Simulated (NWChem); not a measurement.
# One shape, several levels: CH6Ge (methyl germane)

Aim: a comparison of 4 runs (M06-2X/def2-SVPD, B2PLYP/def2-SVPD, CAM-B3LYP/def2-SVPD, wB97X/def2-SVPD) of CH6Ge (methyl germane). 

The results are computed with NWChem 7.3.0.

### Step 1. The structure to begin with

CH6Ge has 8 atoms, charge 0, and is taken as a singlet. As SMILES, `[CH3][GeH3]`. The coordinates come from a PBE0-D4/def2-TZVP relaxation.

Bond lengths: C1–Ge2 1.953 Å, C1–H3 1.090 Å, C1–H4 1.090 Å, C1–H5 1.091 Å, Ge2–H6 1.539 Å, Ge2–H7 1.539 Å, Ge2–H8 1.539 Å. Some angles: C1–Ge2–H6 110.4°, C1–Ge2–H7 110.4°, C1–Ge2–H8 110.4°, Ge2–C1–H3 110.3°, Ge2–C1–H4 110.3°, Ge2–C1–H5 110.3°, H6–Ge2–H7 108.5°, H6–Ge2–H8 108.5°, H7–Ge2–H8 108.5°, H3–C1–H4 108.6°.

### Step 2. Energy and gradient at M06-2X/def2-SVPD (run 1)

Input file ch6ge.xyz:

```xyz
8
CH6Ge
C     -0.310900     0.190300    -0.971400
Ge     0.296900    -0.181900     0.846700
H     -1.380100     0.404200    -0.976500
H      0.218800     1.052200    -1.378400
H     -0.124600    -0.669400    -1.616000
H      0.030700     1.028200     1.760100
H      1.807100    -0.479600     0.857700
H     -0.445700    -1.401200     1.422100
```

Input file run.py:

```python
from ase.io import read
from ase.calculators.nwchem import NWChem

molecule = read('ch6ge.xyz')

calc = NWChem(
    label='ch6ge',
    theory='dft',
    memory='2200 mb',
    basis='def2-SVPD',
    basispar='spherical bse',
    dft={'xc': 'm06-2x', 'mult': '1', 'grid': 'fine', 'convergence': 'energy 1e-08', 'iterations': '100', 'mulliken': None, 'print': 'low'},
)
molecule.calc = calc

forces = molecule.get_forces()
print(f"energy = {molecule.get_potential_energy():.6f} eV")
print("forces (eV/A):")
for s, f in zip(molecule.symbols, forces):
    print(f"{s:2s} {f[0]:10.5f} {f[1]:10.5f} {f[2]:10.5f}")
```

Started as:

```console
$ export ASE_NWCHEM_COMMAND="nwchem PREFIX.nwi > PREFIX.nwo"
$ python run.py
```

Log:

```text
energy = -57644.287988 eV
forces (eV/A):
C     0.05389   -0.03461    0.15144
Ge    0.02448   -0.01286    0.07112
H    -0.22312    0.04906   -0.03214
H     0.09354    0.17597   -0.11138
H     0.02612   -0.16018   -0.15658
H    -0.02139    0.08479    0.05399
H     0.10099   -0.01872   -0.00776
H    -0.05451   -0.08346    0.03121
```

The calculator wrote ch6ge.nwi:

```
title "ch6ge"

permanent_dir ch6ge

scratch_dir ch6ge

start ch6ge

geometry units angstrom nocenter noautosym noautoz
  C  -3.1090000000000001e-01 1.9030000000000000e-01 -9.7140000000000004e-01
  Ge 2.9690000000000000e-01 -1.8190000000000001e-01 8.4670000000000001e-01
  H  -1.3801000000000001e+00 4.0420000000000000e-01 -9.7650000000000003e-01
  H  2.1879999999999999e-01 1.0522000000000000e+00 -1.3784000000000001e+00
  H  -1.2460000000000000e-01 -6.6940000000000000e-01 -1.6160000000000001e+00
  H  3.0700000000000002e-02 1.0282000000000000e+00 1.7601000000000000e+00
  H  1.8070999999999999e+00 -4.7960000000000003e-01 8.5770000000000002e-01
  H  -4.4569999999999999e-01 -1.4012000000000000e+00 1.4220999999999999e+00
end

memory 2200 mb

basis spherical bse noprint
   * library def2-SVPD
end

dft
  xc m06-2x
  mult 1
  grid fine
  convergence energy 1e-08
  iterations 100
  mulliken
  print low
end

task dft gradient
```

ch6ge.nwo:

```text
Northwest Computational Chemistry Package (NWChem) 7.3.0
             --------------------------------------------------------

           Job information
           ---------------

    nwchem branch   = 7.3.0
    use scalapack   = T
    input           = ch6ge.nwi
    prefix          = ch6ge.
    data base       = ch6ge/ch6ge.db
    status          = startup
    nproc           =        1

           Memory information
           ------------------

[... 5 lines left out ...]
    hardfail = no
[... 38 lines left out ...]
            Nuclear Dipole moment (a.u.)
[... 85 lines left out ...]
         Total DFT energy =    -2118.388528118816
[... 1 line left out ...]
           Coulomb energy =     1036.933856793648
[... 1 line left out ...]
 Nuclear repulsion energy =      119.994915651213
[... 29 lines left out ...]
                         DFT ENERGY GRADIENTS

    atom               coordinates                        gradient
                 x          y          z           x          y          z
   1 C      -0.587516   0.359615  -1.835680   -0.001048   0.000673  -0.002945
   2 Ge      0.561060  -0.343741   1.600031   -0.000476   0.000250  -0.001383
   3 H      -2.608011   0.763827  -1.845317    0.004339  -0.000954   0.000625
[... 4 lines of this table left out ...]
   8 H      -0.842251  -2.647884   2.687379    0.001060   0.001623  -0.000607

 Task  times  cpu:       17.5s     wall:       17.5s
 Total times  cpu:       17.5s     wall:       17.5s
```

Wall time 19 s (1 thread of AMD EPYC 9R45 (Zen 5), shared host); peak memory 0.13 GiB.

### Step 3. A single-point energy at B2PLYP/def2-SVPD (run 2)

Input file m1.nw:

```
echo
start m1
title "CH6Ge B2PLYP"
memory stack 880 mb heap 220 mb global 1100 mb

geometry units angstroms noautosym nocenter noautoz
   C     -0.310900     0.190300    -0.971400
   Ge     0.296900    -0.181900     0.846700
   H     -1.380100     0.404200    -0.976500
   H      0.218800     1.052200    -1.378400
   H     -0.124600    -0.669400    -1.616000
   H      0.030700     1.028200     1.760100
   H      1.807100    -0.479600     0.857700
   H     -0.445700    -1.401200     1.422100
end

basis spherical bse
   C library def2-SVPD
   Ge library def2-SVPD
   H library def2-SVPD
end

dft
   xc hfexch 0.53 becke88 0.47 lyp 0.73 mp2 0.27
   dftmp2 semidirect
   mult 1
   grid fine
   convergence energy 1e-08
   iterations 100
   mulliken
end

mp2
   freeze core 10
end

task dft energy
```

Started as:

```console
$ nwchem m1.nw > m1.out
```

Log:

```text
[...]
          Wavefunction type:  closed shell.
          No. of atoms     :     8
          No. of electrons :    44
[...]
          Charge           :     0
          Spin multiplicity:     1
[...]
          AO basis - number of functions:   106
[...]
              XC Information
              --------------
                     Hartree-Fock (Exact) Exchange  0.530
                    Becke 1988 Exchange Functional  0.470
              Lee-Yang-Parr Correlation Functional  0.730
[...]
 d= 0,ls=0.0,diis     1  -2117.8366611341 -2.24D+03  4.61D-03  1.18D-01     1.7
[...]
 d= 0,ls=0.0,diis     8  -2117.8552957762 -1.67D-09  2.29D-07  1.84D-10    10.3
         Total DFT energy =    -2117.855295776169
      One electron energy =    -3188.339153829957
           Coulomb energy =     1036.649340782156
    Exchange-Corr. energy =      -86.160398379581
 Nuclear repulsion energy =      119.994915651213
[...]
      Total Density - Mulliken Population Analysis
     ---------------------------------------------
    Atom       Charge   Shell Charges
 -----------   ------   -------------------------------------------------------
    1 C    6     5.94   1.99  0.90 -0.10  0.02  2.09  1.04  0.02 -0.01
    2 Ge  32    32.07   2.00  2.00  1.99  1.13  0.38 -0.02  6.00  5.98  1.39  1.01  8.11  1.82  0.22  0.07
    3 H    1     1.04   0.75  0.19  0.03  0.07
    4 H    1     1.04   0.75  0.19  0.03  0.07
    5 H    1     1.04   0.75  0.19  0.03  0.07
    6 H    1     0.95   0.73  0.23  0.01 -0.02
    7 H    1     0.95   0.73  0.23  0.01 -0.02
    8 H    1     0.95   0.73  0.23  0.01 -0.02
[...]
  Basis functions       =    106
[...]
```

It took 13 s on 1 thread of AMD EPYC 9R45 (Zen 5), shared host; peak memory 0.32 GiB.

### Step 4. Energy and forces at CAM-B3LYP/def2-SVPD (run 3)

Input file run.py:

```python
from ase import Atoms
from ase.calculators.nwchem import NWChem

system = Atoms('CGeHHHHHH', positions=[
    [-0.310900, 0.190300, -0.971400],
    [0.296900, -0.181900, 0.846700],
    [-1.380100, 0.404200, -0.976500],
    [0.218800, 1.052200, -1.378400],
    [-0.124600, -0.669400, -1.616000],
    [0.030700, 1.028200, 1.760100],
    [1.807100, -0.479600, 0.857700],
    [-0.445700, -1.401200, 1.422100],
])

calc = NWChem(
    label='ch6ge',
    theory='dft',
    memory='2200 mb',
    basis='def2-SVPD',
    basispar='spherical bse',
    dft={'xc': 'xcamb88 1.00 lyp 0.81 vwn_5 0.19 hfexch 1.00', 'cam': '0.33 cam_alpha 0.19 cam_beta 0.46', 'mult': '1', 'grid': 'fine', 'convergence': 'energy 1e-08', 'direct': None, 'iterations': '100', 'mulliken': None},
)
system.calc = calc

forces = system.get_forces()
e = system.get_potential_energy()
print(f"E = {e:.6f} eV")
print("forces (eV/A):")
for s, f in zip(system.symbols, forces):
    print(f"{s:2s} {f[0]:10.5f} {f[1]:10.5f} {f[2]:10.5f}")
print("dipole (e A):", system.get_dipole_moment().round(4))
```

Started as:

```console
$ export ASE_NWCHEM_COMMAND="nwchem PREFIX.nwi > PREFIX.nwo"
$ python run.py
```

Log:

```text
E = -57647.613832 eV
forces (eV/A):
C     0.09750   -0.06155    0.28231
Ge    0.02715   -0.01502    0.07950
H    -0.24163    0.05158   -0.02407
H     0.10686    0.19160   -0.11123
H     0.03265   -0.17895   -0.16111
H     0.01049   -0.04916   -0.03888
H    -0.06207    0.01234   -0.00206
H     0.02905    0.04916   -0.02448
dipole (e A): [-0.0437  0.0267 -0.1307]
```

The calculator wrote ch6ge.nwi:

```
title "ch6ge"

permanent_dir ch6ge

scratch_dir ch6ge

start ch6ge

geometry units angstrom nocenter noautosym noautoz
  C  -3.1090000000000001e-01 1.9030000000000000e-01 -9.7140000000000004e-01
  Ge 2.9690000000000000e-01 -1.8190000000000001e-01 8.4670000000000001e-01
  H  -1.3801000000000001e+00 4.0420000000000000e-01 -9.7650000000000003e-01
  H  2.1879999999999999e-01 1.0522000000000000e+00 -1.3784000000000001e+00
  H  -1.2460000000000000e-01 -6.6940000000000000e-01 -1.6160000000000001e+00
  H  3.0700000000000002e-02 1.0282000000000000e+00 1.7601000000000000e+00
  H  1.8070999999999999e+00 -4.7960000000000003e-01 8.5770000000000002e-01
  H  -4.4569999999999999e-01 -1.4012000000000000e+00 1.4220999999999999e+00
end

memory 2200 mb

basis spherical bse noprint
   * library def2-SVPD
end

dft
  xc xcamb88 1.00 lyp 0.81 vwn_5 0.19 hfexch 1.00
  cam 0.33 cam_alpha 0.19 cam_beta 0.46
  mult 1
  grid fine
  convergence energy 1e-08
  direct
  iterations 100
  mulliken
end

task dft gradient
```

ch6ge.nwo:

```text
Northwest Computational Chemistry Package (NWChem) 7.3.0
             --------------------------------------------------------

           Job information
           ---------------

    nwchem branch   = 7.3.0
    use scalapack   = T
    input           = ch6ge.nwi
    prefix          = ch6ge.
    data base       = ch6ge/ch6ge.db
    status          = startup
    nproc           =        1

           Memory information
           ------------------

[... 5 lines left out ...]
    hardfail = no
[... 107 lines left out ...]
  convergence criterion.
[... 48 lines left out ...]
          Spatial weights used:  Erf1
[... 32 lines left out ...]
 1-e energy   =   -3186.325929
[... 45 lines left out ...]
           Coulomb energy =     1036.072511661464
[... 818 lines left out ...]
          Convergence on density requested:  1.00D-05
[... 33 lines left out ...]
          total energy or number of iterations.
[... 42 lines left out ...]
                 ----------------------------------------
                 |  Time  |  1-e(secs)   |  2-e(secs)   |
                 ----------------------------------------
                 |  CPU   |       0.01   |      20.80   |
                 ----------------------------------------
                 |  WALL  |       0.01   |      20.80   |
                 ----------------------------------------

 Task  times  cpu:       54.8s     wall:       54.8s
 Total times  cpu:       54.8s     wall:       54.8s
```

Run time: 56 s. Hardware: 1 thread of AMD EPYC 9R45 (Zen 5), shared host; peak memory 0.13 GiB.

### Step 5. Energy and forces at wB97X/def2-SVPD (run 4)

Input file mymol.nw:

```
START mymol
TITLE "CH6Ge"
memory 2200 mb

GEOMETRY units angstrom noautosym nocenter noautoz
C    -0.310900    0.190300   -0.971400
Ge    0.296900   -0.181900    0.846700
H    -1.380100    0.404200   -0.976500
H     0.218800    1.052200   -1.378400
H    -0.124600   -0.669400   -1.616000
H     0.030700    1.028200    1.760100
H     1.807100   -0.479600    0.857700
H    -0.445700   -1.401200    1.422100
END

BASIS spherical bse
C library def2-SVPD
Ge library def2-SVPD
H library def2-SVPD
END

DFT
xc wb97x
mult 1
grid fine
convergence energy 1e-08
maxiter 100
mulliken
END

TASK dft gradient
```

Started as:

```console
$ nwchem mymol.nw > mymol.out
```

Log:

```text
[...]
          Wavefunction type:  closed shell.
          No. of atoms     :     8
          No. of electrons :    44
[...]
          Charge           :     0
          Spin multiplicity:     1
[...]
          AO basis - number of functions:   106
[...]
              XC Information
              --------------
                       wb97x  Method XC Functional
                     Hartree-Fock (Exact) Exchange  1.000
                         wb97x Exchange Functional  1.000
                      wb97x Correlation Functional  1.000
[...]
 d= 0,ls=0.0,diis     1  -2118.4323219777 -2.24D+03  6.06D-03  1.75D-01     4.7
[...]
 d= 0,ls=0.0,diis     8  -2118.4539439931 -4.42D-09  8.36D-07  4.61D-09    35.0
         Total DFT energy =    -2118.453943993060
      One electron energy =    -3187.910995800969
           Coulomb energy =     1036.170288506929
    Exchange-Corr. energy =      -86.708152350233
 Nuclear repulsion energy =      119.994915651213
[...]
  wavefunction    = closed shell
[...]
                         DFT ENERGY GRADIENTS
    atom               coordinates                        gradient
                 x          y          z           x          y          z
   1 C      -0.587516   0.359615  -1.835680   -0.002515   0.001574  -0.007339
   2 Ge      0.561060  -0.343741   1.600031   -0.000141   0.000053  -0.000389
   3 H      -2.608011   0.763827  -1.845317    0.005410  -0.001162   0.000602
   4 H       0.413472   1.988370  -2.604798   -0.002364  -0.004290   0.002548
   5 H      -0.235460  -1.264983  -3.053797   -0.000707   0.003989   0.003665
   6 H       0.058015   1.943016   3.326107   -0.000092   0.000523   0.000492
   7 H       3.414924  -0.906313   1.620818    0.000698  -0.000148   0.000090
   8 H      -0.842251  -2.647884   2.687379   -0.000287  -0.000540   0.000330
[...]
```

It took 57 s on 1 thread of AMD EPYC 9R45 (Zen 5), shared host; peak memory 0.13 GiB.

### Step 6. Overview of the runs

```csv
run,level,task,frozen core orbitals,energy (Eh),largest force (eV/Å),wall time
1,M06-2X/def2-SVPD,gradient,–,-2118.388528,0.231,19 s
2,B2PLYP/def2-SVPD,energy,10,-2117.988050,–,13 s
3,CAM-B3LYP/def2-SVPD,gradient,–,-2118.510751,0.305,56 s
4,wB97X/def2-SVPD,gradient,–,-2118.453944,0.407,57 s
```

### Step 7. Outcome

```
                       quantity           value
            run 4: total energy  -2118.45394 Eh
           run 4: dipole moment          0.68 D
             run 4: HOMO energy       -11.34 eV
             run 4: LUMO energy         2.08 eV
           run 4: HOMO–LUMO gap        13.42 eV
run 4: largest force on an atom      0.407 eV/Å
```

In words: Over runs 2, 3, 4 the dipole moment (its size) runs from 0.67 D (CAM-B3LYP/def2-SVPD) to 0.69 D (B2PLYP/def2-SVPD). A double hybrid's value is that of its SCF part. Over runs 2, 3, 4 the HOMO–LUMO gap runs from 11.10 eV (B2PLYP/def2-SVPD) to 13.42 eV (wB97X/def2-SVPD). Totals of different functionals can't be ranked against each other. All runs together took 2.4 min, the longest 57 s.
